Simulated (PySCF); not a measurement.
# Re, Re⁺: ionisation energy in ANO-RCC-VTZP

Aim: the ionisation energy of rhenium from differences of total energies, at each level of theory, and how far each lands from the tabulated value where there is one.

Method: unrestricted determinants in a Gaussian basis, no spin-orbit coupling in the energies. Code: PySCF 2.14.0.

### Step 1. The atom as given

```
Element                                   : rhenium (Z = 75)
Basis                                     : ANO-RCC-VTZP (8s7p5d3f2g1h, 104 functions)
Hamiltonian                               : scalar relativity by spin-free X2C-1e
State 1                                   : Re: [Xe] 4f14 5d5 6s2, high-spin 6S determinant
State 2                                   : Re⁺: [Xe] 4f14 5d5 6s1, high-spin 7S determinant
Methods                                   : UHF, LDA, PBE, PBE0, r2SCAN, MP2
Core shells frozen in the correlated runs : valence: [Xe] 4f14; valence and next inner shell: [Kr] 4d10 4f14 (for Re)
```

Outer shells as boxes (Hund's rule):

Re [Xe] 4f14 5d5 6s2
```
[Xe] core
4f [↑↓][↑↓][↑↓][↑↓][↑↓][↑↓][↑↓]
5d [↑ ][↑ ][↑ ][↑ ][↑ ]
6s [↑↓]
```

Re+ [Xe] 4f14 5d5 6s1
```
[Xe] core
4f [↑↓][↑↓][↑↓][↑↓][↑↓][↑↓][↑↓]
5d [↑ ][↑ ][↑ ][↑ ][↑ ]
6s [↑ ]
```

One driver process ran all states and methods and kept the integrals in memory. Each run is shown as a PySCF script that sums up its settings (the driver passes frozen orbitals as a list and adds second-order terms of double hybrids); the logs are those of the runs themselves. The driver starts from symmetry-adapted Hartree-Fock orbitals, holds the occupation by maximum overlap and uses a logarithmic radial grid for functionals, so a plain start would take other cycles.

The integrals over 104 functions and the set-up took 93 s of CPU time.

### Step 2. Re: the ladder of methods

Level: UHF.

File input.py:

```python
from pyscf import gto, scf, dft, mp, cc
import basis_set_exchange as bse
mol = gto.M(atom="Re 0 0 0", charge=0, spin=5, symmetry="D2h",
            basis=gto.basis.parse(bse.get_basis("ANO-RCC-VTZP", elements=["Re"], fmt="nwchem")),
            nucmod="G")
mf = scf.UHF(mol).sfx2c1e()
mf.irrep_nelec = {'Ag': (12, 10), 'B1g': (3, 2), 'B2g': (3, 2), 'B3g': (3, 2), 'Au': (1, 1), 'B1u': (6, 6), 'B2u': (6, 6), 'B3u': (6, 6)}
mf.kernel()
```

Level: LDA.

input.py differs from the last one in:

```diff
@@ -5,3 +5,3 @@
             nucmod="G")
-mf = scf.UHF(mol).sfx2c1e()
+mf = dft.UKS(mol, xc="LDA,VWN").sfx2c1e()
 mf.irrep_nelec = {'Ag': (12, 10), 'B1g': (3, 2), 'B2g': (3, 2), 'B3g': (3, 2), 'Au': (1, 1), 'B1u': (6, 6), 'B2u': (6, 6), 'B3u': (6, 6)}
```

Level: PBE.

input.py differs from the last one in:

```diff
@@ -5,3 +5,3 @@
             nucmod="G")
-mf = dft.UKS(mol, xc="LDA,VWN").sfx2c1e()
+mf = dft.UKS(mol, xc="PBE").sfx2c1e()
 mf.irrep_nelec = {'Ag': (12, 10), 'B1g': (3, 2), 'B2g': (3, 2), 'B3g': (3, 2), 'Au': (1, 1), 'B1u': (6, 6), 'B2u': (6, 6), 'B3u': (6, 6)}
```

Level: PBE0.

input.py differs from the last one in:

```diff
@@ -5,3 +5,3 @@
             nucmod="G")
-mf = dft.UKS(mol, xc="PBE").sfx2c1e()
+mf = dft.UKS(mol, xc="PBE0").sfx2c1e()
 mf.irrep_nelec = {'Ag': (12, 10), 'B1g': (3, 2), 'B2g': (3, 2), 'B3g': (3, 2), 'Au': (1, 1), 'B1u': (6, 6), 'B2u': (6, 6), 'B3u': (6, 6)}
```

Level: r2SCAN.

input.py differs from the last one in:

```diff
@@ -5,3 +5,3 @@
             nucmod="G")
-mf = dft.UKS(mol, xc="PBE0").sfx2c1e()
+mf = dft.UKS(mol, xc="R2SCAN").sfx2c1e()
 mf.irrep_nelec = {'Ag': (12, 10), 'B1g': (3, 2), 'B2g': (3, 2), 'B3g': (3, 2), 'Au': (1, 1), 'B1u': (6, 6), 'B2u': (6, 6), 'B3u': (6, 6)}
```

Level: MP2 (valence).

input.py differs from the last one in:

```diff
@@ -5,4 +5,5 @@
             nucmod="G")
-mf = dft.UKS(mol, xc="R2SCAN").sfx2c1e()
+mf = scf.UHF(mol).sfx2c1e()
 mf.irrep_nelec = {'Ag': (12, 10), 'B1g': (3, 2), 'B2g': (3, 2), 'B3g': (3, 2), 'Au': (1, 1), 'B1u': (6, 6), 'B2u': (6, 6), 'B3u': (6, 6)}
 mf.kernel()
+mp.UMP2(mf, frozen=34).kernel()
```

Level: MP2 (valence and next inner shell).

input.py differs from the last one in:

```diff
@@ -8,2 +8,2 @@
 mf.kernel()
-mp.UMP2(mf, frozen=34).kernel()
+mp.UMP2(mf, frozen=30).kernel()
```

### Step 3. Re⁺

Level: UHF.

File input.py:

```python
from pyscf import gto, scf, dft, mp, cc
import basis_set_exchange as bse
mol = gto.M(atom="Re 0 0 0", charge=1, spin=6, symmetry="D2h",
            basis=gto.basis.parse(bse.get_basis("ANO-RCC-VTZP", elements=["Re"], fmt="nwchem")),
            nucmod="G")
mf = scf.UHF(mol).sfx2c1e()
mf.irrep_nelec = {'Ag': (12, 9), 'B1g': (3, 2), 'B2g': (3, 2), 'B3g': (3, 2), 'Au': (1, 1), 'B1u': (6, 6), 'B2u': (6, 6), 'B3u': (6, 6)}
mf.kernel()
```

Level: LDA.

input.py differs from the last one in:

```diff
@@ -5,3 +5,3 @@
             nucmod="G")
-mf = scf.UHF(mol).sfx2c1e()
+mf = dft.UKS(mol, xc="LDA,VWN").sfx2c1e()
 mf.irrep_nelec = {'Ag': (12, 9), 'B1g': (3, 2), 'B2g': (3, 2), 'B3g': (3, 2), 'Au': (1, 1), 'B1u': (6, 6), 'B2u': (6, 6), 'B3u': (6, 6)}
```

Level: PBE.

input.py differs from the last one in:

```diff
@@ -5,3 +5,3 @@
             nucmod="G")
-mf = dft.UKS(mol, xc="LDA,VWN").sfx2c1e()
+mf = dft.UKS(mol, xc="PBE").sfx2c1e()
 mf.irrep_nelec = {'Ag': (12, 9), 'B1g': (3, 2), 'B2g': (3, 2), 'B3g': (3, 2), 'Au': (1, 1), 'B1u': (6, 6), 'B2u': (6, 6), 'B3u': (6, 6)}
```

Level: PBE0.

input.py differs from the last one in:

```diff
@@ -5,3 +5,3 @@
             nucmod="G")
-mf = dft.UKS(mol, xc="PBE").sfx2c1e()
+mf = dft.UKS(mol, xc="PBE0").sfx2c1e()
 mf.irrep_nelec = {'Ag': (12, 9), 'B1g': (3, 2), 'B2g': (3, 2), 'B3g': (3, 2), 'Au': (1, 1), 'B1u': (6, 6), 'B2u': (6, 6), 'B3u': (6, 6)}
```

Level: r2SCAN.

input.py differs from the last one in:

```diff
@@ -5,3 +5,3 @@
             nucmod="G")
-mf = dft.UKS(mol, xc="PBE0").sfx2c1e()
+mf = dft.UKS(mol, xc="R2SCAN").sfx2c1e()
 mf.irrep_nelec = {'Ag': (12, 9), 'B1g': (3, 2), 'B2g': (3, 2), 'B3g': (3, 2), 'Au': (1, 1), 'B1u': (6, 6), 'B2u': (6, 6), 'B3u': (6, 6)}
```

Level: MP2 (valence).

input.py differs from the last one in:

```diff
@@ -5,4 +5,5 @@
             nucmod="G")
-mf = dft.UKS(mol, xc="R2SCAN").sfx2c1e()
+mf = scf.UHF(mol).sfx2c1e()
 mf.irrep_nelec = {'Ag': (12, 9), 'B1g': (3, 2), 'B2g': (3, 2), 'B3g': (3, 2), 'Au': (1, 1), 'B1u': (6, 6), 'B2u': (6, 6), 'B3u': (6, 6)}
 mf.kernel()
+mp.UMP2(mf, frozen=34).kernel()
```

Level: MP2 (valence and next inner shell).

input.py differs from the last one in:

```diff
@@ -8,2 +8,2 @@
 mf.kernel()
-mp.UMP2(mf, frozen=34).kernel()
+mp.UMP2(mf, frozen=30).kernel()
```

What does the calculation give?

**Answer**, as computed:

| quantity | value |
| --- | --- |
| ionisation energy, Re | UHF 5.949, MP2 (valence and next inner shell) 7.410 eV; reference 7.834 |

Each level's miss and price (over 1 difference):

| method | mean absolute miss against the measured value (with the measured fine structure taken into account where it is known) (eV) | CPU time, both states (s) |
| --- | --- | --- |
| UHF | 1.885 | 15 |
| LDA | 0.374 | 6.1 |
| PBE | 0.121 | 11 |
| PBE0 | 0.372 | 14 |
| r2SCAN | 0.499 | 22 |
| MP2 (valence) | 0.636 | 17 |
| SCS-MP2 (valence) | 0.384 | 17 |
| MP2 (valence and next inner shell) | 0.424 | 18 |
| SCS-MP2 (valence and next inner shell) | 0.305 | 18 |

In words: PBE lands nearest to the measured value (off by 0.12 eV); UHF misses by most (1.88 eV). Hartree-Fock falls short because the species with more electrons holds more correlation energy, which it lacks. PBE is off by -0.12 eV. All values hold for this basis alone; no basis-set limit was taken. The dearest level timed, r2SCAN, costs 3.7 times the cheapest, LDA, and differs from the measured value (with the measured fine structure taken into account where it is known) by 0.50 against 0.37 eV.
